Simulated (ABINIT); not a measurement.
Runs of ABINIT 10.8.3 (patched build) on Sn3Se. Symmetry: Pm-3m, No. 221, cubic system. The conventional cell has a = 4.742 Å, b = 4.742 Å, c = 4.742 Å, α = 90.00°, β = 90.00°, γ = 90.00°. Around Sn (site symmetry 4/mmm) lie 8 Sn at 3.35 Å and 4 Se at 3.35 Å. Se (site symmetry m-3m) has 12 Sn at 3.35 Å as nearest neighbours. The cell comes from a database or a generator and needn't be the stable form of this composition.

```tsv
task	level	potentials or basis	k mesh	cutoff (eV)	fine-grid cutoff	gap on the mesh (eV)	pressure (GPa)
band structure	LDA	JTH PAW LDA v2.0	6 × 6 × 6	599	1197.3 eV	none	(a)
band structure	PBEsol	PseudoDojo NC SR PBEsol v0.4.1 standard	6 × 6 × 6	1170	-	none	-2.6
band structure	r2SCAN	JTH PAW PBE v2.0	6 × 6 × 6	707	1306.15 eV	none	-0.8
band structure	TB-mBJ	JTH PAW LDA v2.0	5 × 5 × 5	707	1306.15 eV	none	-
```

Alike in all rows: no spin polarisation; cell as given; smearing fermi-dirac 0.05 eV.

Question: Fill in the values left out.

Answer: (a) -3.9.

Caveats: spin-orbit coupling is left out, which moves the levels of the heavy elements; the PAW data sets were made with another functional, which shifts forces and pressure a little (some runs); the constant c of TB-mBJ comes from the pseudo density here, which moves gaps by up to 0.3 eV between sets of potentials (some runs).

A k mesh can miss the band edges, and the runs leave out spin-orbit coupling on Se, Sn.

A gap of «none» marks a metal or a gap under the smearing width.

The runs don't all hold the same shells in valence.

Runs at the PBE level aren't shown here.
